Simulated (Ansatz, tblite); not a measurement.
# The cluster In₃Sb₂+: rung by rung

Aim: run the singlet of the cluster In₃Sb₂+ at one geometry on many levels, and compare frontier levels, spin and run time.

The runs use Ansatz 0.2.0, Gaussian basis; as each input shows.

Levels to be run: GFN1-xTB, PBE-D4/def2-TZVP, r2SCAN-D4/def2-TZVP, B3LYP-D4/def2-TZVP, revPBE-D4/def2-TZVP, PBE-QIDH/def2-TZVP, PBE-D4/def2-SVP, PBE0-D4/def2-SVP, CCSD(T)/def2-SVP, MP2/def2-TZVP.

3 further runs of the same task are left out: 3 set aside as unsound or not needed.

## Step 1: The relaxed structure

The geometry is that of the singlet, from an earlier relaxation (r2SCAN-D4/def2-SVP). At that level it is the lowest of the isomers that a small search found.

5 atoms, charge 1, spin multiplicity 1.

Bond lengths: In1–In2 3.272 Å, In1–Sb5 3.326 Å, In2–Sb4 2.926 Å, In2–Sb5 3.178 Å, In3–Sb4 3.210 Å, In3–Sb5 3.188 Å, Sb4–Sb5 2.681 Å. Angles: In2–In1–Sb5 57.6°, In1–In2–Sb4 114.0°, In1–In2–Sb5 62.1°, Sb4–In2–Sb5 51.9°, Sb4–In3–Sb5 49.5°, In2–Sb4–In3 133.7°, In2–Sb4–Sb5 68.9°, In3–Sb4–Sb5 64.8°, In1–Sb5–In2 60.4°, In1–Sb5–In3 174.8°, In1–Sb5–Sb4 119.6°, In2–Sb5–In3 124.9°, In2–Sb5–Sb4 59.2°, In3–Sb5–Sb4 65.7°.

Coordinates:

```xyz
5

In   -1.3601    3.0917    0.2270
In   -2.3335   -0.0087   -0.1598
In    3.0503   -1.6887    0.0305
Sb   -0.1402   -1.9450   -0.2116
Sb    0.7834    0.5506    0.1139
```

In, Sb take a core potential in the def2 sets. No spin-orbit coupling is included. The ion is computed in the gas phase, without counter-ions or solvent.

PBE0-D4/def2-TZVP was run before; its log isn't repeated, and its numbers join the tables.

## Step 2: GFN1-xTB

Tight binding, by tblite at 300 K electronic temperature and without a spin-polarisation term:

```python
tblite.interface.Calculator('GFN1-xTB', numbers, positions, charge=1, uhf=0).singlepoint()
```

Energy -253.3998 eV, HOMO -10.98 eV, LUMO -10.47 eV; 0.006 s.

## Step 3: PBE-D4/def2-TZVP

start.molden holds the orbitals of an earlier run on this state, given as this run's starting guess.

The input, in.yaml:

```yaml
crystal:
  periodic: [false, false, false]
  atoms:
    - {symbol: In, position_ang: [-1.360058, 3.091672, 0.227000]}
    - {symbol: In, position_ang: [-2.333460, -0.008665, -0.159822]}
    - {symbol: In, position_ang: [3.050306, -1.688664, 0.030468]}
    - {symbol: Sb, position_ang: [-0.140191, -1.944981, -0.211553]}
    - {symbol: Sb, position_ang: [0.783403, 0.550638, 0.113917]}
basis:
  gaussian: {orbitals: def2-TZVP, initial_orbitals: start.molden}
total_charge: 1
hamiltonian: {xc: pbe, dispersion: d4}
scf: {omitted_lower_state_checks: [starts]}
output: {forces: true, orbitals: {seedname: orbitals}}
```

Run with:

```sh
$ ansatz run in.yaml --threads 4 --pin off --events-out ev --progress --plain --max-ram 4787MiB
```

What it wrote:

```text
Functional definition: PBE
  name "PBE"
  cite "Perdew, Burke & Ernzerhof, Phys. Rev. Lett. 77, 3865 (1996) doi:10.1103/PhysRevLett.77.3865"
  parent pbe
  parameter kappa = 0.804
  parameter beta = 0.06672455060314922
  exchange = pbe_x(kappa = kappa, mu = beta*pi^2/3)
  correlation = pbe_c(beta = beta)
these checks for a lower state are left out or cut short: starts
1930 factors; their error is unknown
mean field evaluation 1: about -28596.0716 eV, gradient 8.7e0 eV
mean field evaluation 2: about -28596.2189 eV, gradient 1.6e-1 eV
mean field evaluation 4: about -28596.2050 eV, gradient 5.1e-4 eV
mean field -28596.20496560 eV, -1050.8911492820 hartree, gradient 2.3e-5 eV, S^2 0.000000; 0 other end points of the search recorded, 0 dependent functions left out
the calculation of the forces begins
reference -28596.20501781 eV, -1050.8911512007 hartree; 54, 54 occupied and 196, 196 virtual orbitals, 1930 factors
Total energy: -28596.57464655 eV, -1050.9047348062 hartree
Atom 0 at    -1.360058     3.091672     0.227000 Å, force     0.014929     0.150193     0.016711 eV/Å
Atom 1 at    -2.333460    -0.008665    -0.159822 Å, force    -0.152585    -0.081019    -0.018592 eV/Å
Atom 2 at     3.050306    -1.688664     0.030468 Å, force     0.108061    -0.041476     0.003316 eV/Å
Atom 3 at    -0.140191    -1.944981    -0.211553 Å, force    -0.035028    -0.143072    -0.017532 eV/Å
Atom 4 at     0.783403     0.550638     0.113917 Å, force     0.064623     0.115374     0.016096 eV/Å
Dipole moment:     0.023586     0.445070     0.046864 e Å
Checks for a lower state left out: starts
```

It took 5.5 s on 4 threads of Arm Neoverse V1, shared host.

From the report: HOMO -8.43 eV, LUMO -7.37 eV.

## Step 4: r2SCAN-D4/def2-TZVP

Edit in.yaml of step 3 so:

```diff
@@ -11,4 +11,4 @@
 total_charge: 1
-hamiltonian: {xc: pbe, dispersion: d4}
+hamiltonian: {xc: r2scan, dispersion: d4}
 scf: {omitted_lower_state_checks: [starts]}
-output: {forces: true, orbitals: {seedname: orbitals}}
+output: {orbitals: {seedname: orbitals}}
```

The command is unchanged.

What it wrote:

```text
Functional definition: r2SCAN
  name "r2SCAN"
  cite "Furness, Kaplan, Ning, Perdew & Sun, J. Phys. Chem. Lett. 11, 8208 (2020) doi:10.1021/acs.jpclett.0c02405"
  cite "Furness, Kaplan, Ning, Perdew & Sun, J. Phys. Chem. Lett. 11, 9248 (2020) doi:10.1021/acs.jpclett.0c03077"
  parent r2scan
  parameter k0 = 0.174
  parameter k1 = 0.065
  parameter a1 = 4.9479
  exchange = r2scan_x(k0 = k0, k1 = k1, a1 = a1)
  correlation = r2scan_c
these checks for a lower state are left out or cut short: starts
1930 factors; their error is unknown
mean field evaluation 1: about -28606.3692 eV, gradient 7.0e0 eV
mean field evaluation 2: about -28606.4537 eV, gradient 1.0e-1 eV
mean field evaluation 4: about -28606.4476 eV, gradient 1.7e-4 eV
mean field -28606.44762328 eV, -1051.2675600088 hartree, gradient 1.6e-5 eV, S^2 0.000000; 0 other end points of the search recorded, 0 dependent functions left out
reference -28606.44763875 eV, -1051.2675605775 hartree; 54, 54 occupied and 196, 196 virtual orbitals, 1930 factors
Total energy: -28606.51525325 eV, -1051.2700453645 hartree
Checks for a lower state left out: starts
```

It took 10 s on 4 threads of Arm Neoverse V1, shared host.

From the report: HOMO -8.63 eV, LUMO -7.43 eV.

## Step 5: B3LYP-D4/def2-TZVP

Edit in.yaml of step 4 so:

```diff
@@ -11,3 +11,3 @@
 total_charge: 1
-hamiltonian: {xc: r2scan, dispersion: d4}
+hamiltonian: {xc: {name: B3LYP}, dispersion: d4}
 scf: {omitted_lower_state_checks: [starts]}
```

Launched as before.

What it wrote (excerpt; [...] marks lines left out):

```text
Functional definition: B3LYP
  name "B3LYP"
  cite "Stephens, Devlin, Chabalowski & Frisch, J. Phys. Chem. 98, 11623 (1994) doi:10.1021/j100096a001"
  cite "Becke, Phys. Rev. A 38, 3098 (1988) doi:10.1103/PhysRevA.38.3098"
  cite "Lee, Yang & Parr, Phys. Rev. B 37, 785 (1988) doi:10.1103/PhysRevB.37.785"
  cite "Vosko, Wilk & Nusair, Can. J. Phys. 58, 1200 (1980) doi:10.1139/p80-159"
[...]
2267 factors; their error is unknown
[...]
mean field -28605.61358394 eV, -1051.2369096283 hartree, gradient 2.5e-5 eV, S^2 0.000000; 0 other end points of the search recorded, 0 dependent functions left out
reference -28605.61385918 eV, -1051.2369197432 hartree; 54, 54 occupied and 196, 196 virtual orbitals, 2267 factors
Total energy: -28606.23446272 eV, -1051.2597265028 hartree
Checks for a lower state left out: starts
```

Wall time 11 s (4 threads of Arm Neoverse V1, shared host); peak memory 1.2 GiB.

From the report: HOMO -8.91 eV, LUMO -6.89 eV.

## Step 6: revPBE-D4/def2-TZVP

Edit in.yaml of step 5 so:

```diff
@@ -11,3 +11,3 @@
 total_charge: 1
-hamiltonian: {xc: {name: B3LYP}, dispersion: d4}
+hamiltonian: {xc: {name: revPBE}, dispersion: d4}
 scf: {omitted_lower_state_checks: [starts]}
```

The command is unchanged.

What it wrote:

```text
Functional definition: revPBE
  name "revPBE"
  cite "Zhang & Yang, Phys. Rev. Lett. 80, 890 (1998) doi:10.1103/PhysRevLett.80.890"
  cite "Perdew, Burke & Ernzerhof, Phys. Rev. Lett. 77, 3865 (1996) doi:10.1103/PhysRevLett.77.3865"
  parameter kappa = 1.245
  parameter beta = 0.06672455060314922
  exchange = pbe_x(kappa = kappa, mu = beta*pi^2/3)
  correlation = pbe_c(beta = beta)
these checks for a lower state are left out or cut short: starts
1930 factors; their error is unknown
mean field evaluation 1: about -28602.7122 eV, gradient 9.9e0 eV
mean field evaluation 2: about -28602.8315 eV, gradient 1.7e-1 eV
mean field evaluation 4: about -28602.8175 eV, gradient 5.2e-4 eV
mean field -28602.81752309 eV, -1051.1341562875 hartree, gradient 1.6e-5 eV, S^2 0.000000; 0 other end points of the search recorded, 0 dependent functions left out
reference -28602.81758908 eV, -1051.1341587127 hartree; 54, 54 occupied and 196, 196 virtual orbitals, 1930 factors
Total energy: -28603.38860346 eV, -1051.1551431039 hartree
Checks for a lower state left out: starts
```

It took 4.7 s on 4 threads of Arm Neoverse V1, shared host.

From the report: HOMO -8.34 eV, LUMO -7.28 eV.

## Step 7: PBE-QIDH/def2-TZVP

Edit in.yaml of step 6 so:

```diff
@@ -11,4 +11,3 @@
 total_charge: 1
-hamiltonian: {xc: {name: revPBE}, dispersion: d4}
+hamiltonian: {xc: {name: PBE-QIDH}}
 scf: {omitted_lower_state_checks: [starts]}
-output: {orbitals: {seedname: orbitals}}
```

Launched as before.

What it wrote (excerpt; [...] marks lines left out):

```text
Functional definition: PBE-QIDH
  name "PBE-QIDH"
  cite "Brémond, Sancho-García, Pérez-Jiménez & Adamo, J. Chem. Phys. 141, 031101 (2014) doi:10.1063/1.4890314"
  cite "Perdew, Burke & Ernzerhof, Phys. Rev. Lett. 77, 3865 (1996) doi:10.1103/PhysRevLett.77.3865"
[...]
2407 factors; integrals over basis functions are off by at most 3.4e-4 eV
[...]
mean field -28552.83248695 eV, -1049.2972400903 hartree, gradient 3.7e-6 eV, S^2 0.000000; 0 other end points of the search recorded, 0 dependent functions left out; unrestricted orbitals would lower it
20 core orbitals not correlated: weight in the atoms' cores, before any rotation towards them, 1.000 or more for the frozen orbitals, at most 0.000 for the correlated occupied ones
reference -28552.83250193 eV, -1049.2972406409 hartree; 34, 34 occupied and 196, 196 virtual orbitals, 2407 factors
second order -46.04880685 eV of doubles, -0.00000000 eV of singles
Total energy: -28568.18210421 eV, -1049.8613281205 hartree
Checks for a lower state left out: starts
```

Run time: 17 s. Hardware: 4 threads of Arm Neoverse V1, shared host; peak memory 1.1 GiB.

 Doubts: restricted state is unstable towards broken spin symmetry.

## Step 8: PBE-D4/def2-SVP

Edit in.yaml of step 7 so:

```diff
@@ -9,5 +9,6 @@
 basis:
-  gaussian: {orbitals: def2-TZVP, initial_orbitals: start.molden}
+  gaussian: {orbitals: def2-SVP, initial_orbitals: start.molden}
 total_charge: 1
-hamiltonian: {xc: {name: PBE-QIDH}}
+hamiltonian: {xc: pbe, dispersion: d4}
 scf: {omitted_lower_state_checks: [starts]}
+output: {orbitals: {seedname: orbitals}}
```

The command is unchanged.

What it wrote:

```text
Functional definition: PBE
  name "PBE"
  cite "Perdew, Burke & Ernzerhof, Phys. Rev. Lett. 77, 3865 (1996) doi:10.1103/PhysRevLett.77.3865"
  parent pbe
  parameter kappa = 0.804
  parameter beta = 0.06672455060314922
  exchange = pbe_x(kappa = kappa, mu = beta*pi^2/3)
  correlation = pbe_c(beta = beta)
these checks for a lower state are left out or cut short: starts
1580 factors; their error is unknown
mean field evaluation 1: about -28595.0223 eV, gradient 4.4e1 eV
mean field evaluation 2: about -28595.3662 eV, gradient 7.5e-1 eV
mean field evaluation 4: about -28595.3609 eV, gradient 4.9e-2 eV
mean field -28595.36094505 eV, -1050.8601320986 hartree, gradient 2.0e-5 eV, S^2 0.000000; 0 other end points of the search recorded, 0 dependent functions left out
reference -28595.36098915 eV, -1050.8601337195 hartree; 54, 54 occupied and 76, 76 virtual orbitals, 1580 factors
Total energy: -28595.73061789 eV, -1050.8737173250 hartree
Checks for a lower state left out: starts
```

Run time: 2 s. Hardware: 4 threads of Arm Neoverse V1, shared host.

From the report: HOMO -8.45 eV, LUMO -7.39 eV.

## Step 9: PBE0-D4/def2-SVP

Edit in.yaml of step 8 so:

```diff
@@ -11,3 +11,3 @@
 total_charge: 1
-hamiltonian: {xc: pbe, dispersion: d4}
+hamiltonian: {xc: pbe0, dispersion: d4}
 scf: {omitted_lower_state_checks: [starts]}
```

Launched as before.

What it wrote:

```text
Functional definition: PBE0
  name "PBE0"
  cite "Adamo & Barone, J. Chem. Phys. 110, 6158 (1999) doi:10.1063/1.478522"
  cite "Perdew, Burke & Ernzerhof, Phys. Rev. Lett. 77, 3865 (1996) doi:10.1103/PhysRevLett.77.3865"
  parent pbe
  parameter a = 0.25
  parameter kappa = 0.804
  parameter beta = 0.06672455060314922
  exchange = (1 - a)*pbe_x(kappa = kappa, mu = beta*pi^2/3) + a*exact_x
  correlation = pbe_c(beta = beta)
these checks for a lower state are left out or cut short: starts
1685 factors; integrals over basis functions are off by at most 3.3e-4 eV
mean field evaluation 1: about -28595.1691 eV, gradient 4.2e1 eV
mean field evaluation 2: about -28595.3457 eV, gradient 2.4e-1 eV
mean field evaluation 4: about -28595.3478 eV, gradient 3.2e-4 eV
mean field -28595.34777687 eV, -1050.8596481769 hartree, gradient 3.4e-5 eV, S^2 0.000000; 0 other end points of the search recorded, 0 dependent functions left out
reference -28595.34780965 eV, -1050.8596493817 hartree; 54, 54 occupied and 76, 76 virtual orbitals, 1685 factors
Total energy: -28595.67140543 eV, -1050.8715413071 hartree
Checks for a lower state left out: starts
```

Wall time 3.7 s (4 threads of Arm Neoverse V1, shared host).

From the report: HOMO -9.12 eV, LUMO -6.77 eV.

## Step 10: CCSD(T)/def2-SVP

Edit in.yaml of step 9 so:

```diff
@@ -11,3 +11,3 @@
 total_charge: 1
-hamiltonian: {xc: pbe0, dispersion: d4}
+correlation: {method: ccsd_t}
 scf: {omitted_lower_state_checks: [starts]}
```

Launched as before.

What it wrote (excerpt; [...] marks lines left out):

```text
Functional definition: HF
  name "HF"
  cite "Fock, Z. Phys. 61, 126 (1930) doi:10.1007/BF01340294"
  parent pbe
[...]
1685 factors; integrals over basis functions are off by at most 3.3e-4 eV
[...]
mean field -28465.36267109 eV, -1046.0827836467 hartree, gradient 1.4e-6 eV, S^2 0.000000; 1 other end points of the search recorded, 0 dependent functions left out; unrestricted orbitals would lower it
determinant -28465.36267109 eV, -1046.0827836467 hartree, with singles and doubles -28478.02987400 eV, -1046.5482947677 hartree
determinant -28462.10008209 eV, -1045.9628857124 hartree, with singles and doubles -28474.84904870 eV, -1046.4314015937 hartree
20 core orbitals not correlated: weight in the atoms' cores, before any rotation towards them, 1.000 or more for the frozen orbitals, at most 0.000 for the correlated occupied ones
reference -28465.36267109 eV, -1046.0827836467 hartree; 34, 34 occupied and 76, 76 virtual orbitals, 1685 factors
second order -11.87564296 eV of doubles, -0.00000000 eV of singles
cycle   1  -12.66751577 eV  change   -3.1e-4 eV  update   2.1e-3
[...]
cycle   7  -12.66775896 eV  change    1.9e-5 eV  update   1.9e-5
perturbative correction -0.79518576 eV, -0.0292225376 hartree
Total energy: -28478.82561581 eV, -1046.5775377397 hartree
Checks for a lower state left out: starts
```

Wall time 65 s (4 threads of Arm Neoverse V1, shared host); peak memory 1.1 GiB.

Hartree-Fock HOMO -10.45 eV, LUMO -4.19 eV; T1 0.013. Doubts: restricted state is unstable towards broken spin symmetry.

## Step 11: MP2/def2-TZVP

Edit in.yaml of step 10 so:

```diff
@@ -9,5 +9,5 @@
 basis:
-  gaussian: {orbitals: def2-SVP, initial_orbitals: start.molden}
+  gaussian: {orbitals: def2-TZVP, initial_orbitals: start.molden}
 total_charge: 1
-correlation: {method: ccsd_t}
+correlation: {method: mp2}
 scf: {omitted_lower_state_checks: [starts]}
```

Launched as before.

What it wrote (excerpt; [...] marks lines left out):

```text
Functional definition: HF
  name "HF"
  cite "Fock, Z. Phys. 61, 126 (1930) doi:10.1007/BF01340294"
  parent pbe
[...]
2407 factors; integrals over basis functions are off by at most 3.4e-4 eV
[...]
mean field -28466.07488689 eV, -1046.1089570945 hartree, gradient 9.9e-6 eV, S^2 0.000000; 0 other end points of the search recorded, 0 dependent functions left out; unrestricted orbitals would lower it
20 core orbitals not correlated: weight in the atoms' cores, before any rotation towards them, 1.000 or more for the frozen orbitals, at most 0.000 for the correlated occupied ones
reference -28466.07488689 eV, -1046.1089570945 hartree; 34, 34 occupied and 196, 196 virtual orbitals, 2407 factors
second order -41.09367244 eV of doubles, -0.00000000 eV of singles
Total energy: -28507.16855932 eV, -1047.6191217022 hartree
Checks for a lower state left out: starts
```

Wall time 15 s (4 threads of Arm Neoverse V1, shared host); peak memory 1 GiB.

From the report: Hartree-Fock HOMO -10.43 eV, LUMO -4.19 eV. Doubts: restricted state is unstable towards broken spin symmetry.

## Step 12: Levels side by side

```
              level  functions  HOMO (eV)  LUMO (eV)  gap (eV)   time
    PBE-D4/def2-SVP        130      -8.45      -7.39      1.06    2 s
   PBE-D4/def2-TZVP        250      -8.43      -7.37      1.05  5.5 s
revPBE-D4/def2-TZVP        250      -8.34      -7.28      1.06  4.7 s
r2SCAN-D4/def2-TZVP        250      -8.63      -7.43      1.20   10 s
 B3LYP-D4/def2-TZVP        250      -8.91      -6.89      2.03   11 s
   PBE0-D4/def2-SVP        130      -9.12      -6.77      2.35  3.7 s
  PBE0-D4/def2-TZVP        250      -9.09      -6.75      2.34   11 s
```

The pieces so far (eV):

```
    basis           HF  MP2 correlation  CCSD correlation      (T)              total
 def2-SVP  -28465.3627         -11.8756          -12.6678  -0.7952        -28478.8256
def2-TZVP  -28466.0749         -41.0937                             -28507.1686 (MP2)
```

The correlation energy is far from converged in these sets, so it jumps between bases; where outer-core shells are correlated, the sets cover them unevenly.

## Step 13: What came out

| quantity | value |
| --- | --- |
| gap in def2-TZVP, named functionals, smallest and largest | 1.05 eV (PBE-D4), 2.34 eV (PBE0-D4) |
| correlation energy, CCSD(T)/def2-SVP | -13.46 eV |
| correlation energy, MP2/def2-TZVP | -41.09 eV |
| PBE0 total energy, smallest basis above largest | 0.76 eV (def2-SVP, def2-TZVP) |

Orbital gaps of the named functionals in def2-TZVP span 1.05 eV (PBE-D4) to 2.34 eV (PBE0-D4); exact exchange widens it.

The slowest run with a step of its own, CCSD(T)/def2-SVP, took 65 s; the quickest functional in def2-TZVP took 4.7 s (shared host).
